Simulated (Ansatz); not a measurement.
# ClCu: a pair, distance and slip

Aim: map the energy of ClCu over two coordinates, and find its wells, ridges and stiffness.

Method: RKS PBE-D4/def2-SVPD; program: Ansatz 0.2.0.

### Step 1. The starting structure

2 atoms, charge 0, spin multiplicity 1.

Atoms are counted from 1 here; the program's logs count them from 0.

Bond lengths: Cu1–Cl2 2.080 Å.

Coordinates:

| atom | x (Å) | y (Å) | z (Å) |
| --- | --- | --- | --- |
| Cu1 | 0.0000 | 0.0000 | -1.0399 |
| Cl2 | 0.0000 | 0.0000 | 1.0399 |

### Step 5. Plan of the scan

First coordinate, separation of Cl2 and Cu1 along their line in the relaxed pair: 15 values from 1.747 to 4.347 Å. Second coordinate, sideways slip of Cu1: 15 values from −2.200 Å.

Nothing else is relaxed (both partners rigid). Energies count from the two partners as ions far apart, frozen as in the relaxed pair, each in its own basis (no counterpoise correction). Points are written as (first, second).

(The set-up runs are not shown.)

### Step 6. Point (1.918 Å, 0.629 Å)

File input.yaml:

```yaml
crystal:
  periodic: [false, false, false]
  atoms:
    - { symbol: Cu, position_ang: [0.0, -0.629, -0.877935] }
    - { symbol: Cl, position_ang: [0.0, 0.0, 1.040065] }
basis:
  gaussian: { orbitals: def2-SVPD }
hamiltonian:
  xc: pbe
  dispersion: d4
output:
  forces: true
```

The run is started by

```
> ansatz run input.yaml --threads 1 --pin off --max-ram 2560MiB --backend cpu --events-out ev --progress --plain --runs-dir out
```

Further runs follow: the other points that were computed.

Q: Predict the outcome of this session. Wanted: lowest point; highest computed point; largest force on an atom; dipole moment.

**Answer**, as computed:

| quantity | value |
| --- | --- |
| lowest point | (2.048 Å, −0.314 Å), −187 kcal/mol |
| highest computed point | (4.347 Å, −2.200 Å), 84 kcal/mol above the lowest |
| largest force on an atom (eV/Å) | 0.1 at (2.048 Å, −0.314 Å) to 10.3 at (1.747 Å, 0.000 Å); 0.1 at the lowest point |
| dipole moment (D) | 4.0 at (1.747 Å, 0.000 Å) to 11.0 at (4.347 Å, −2.200 Å); 5.0 at the lowest point |
| time for the whole task | 17 min on 1 thread, shared host |

What this shows: The lowest computed point is at (2.048 Å, −0.314 Å), −187 kcal/mol from the two partners as ions far apart, frozen as in the relaxed pair, each in its own basis (no counterpoise correction). The highest computed point, (4.347 Å, 2.200 Å), lies 84 kcal/mol above the lowest. No counterpoise correction was made, so wells between separate parts tend to come out somewhat too deep.
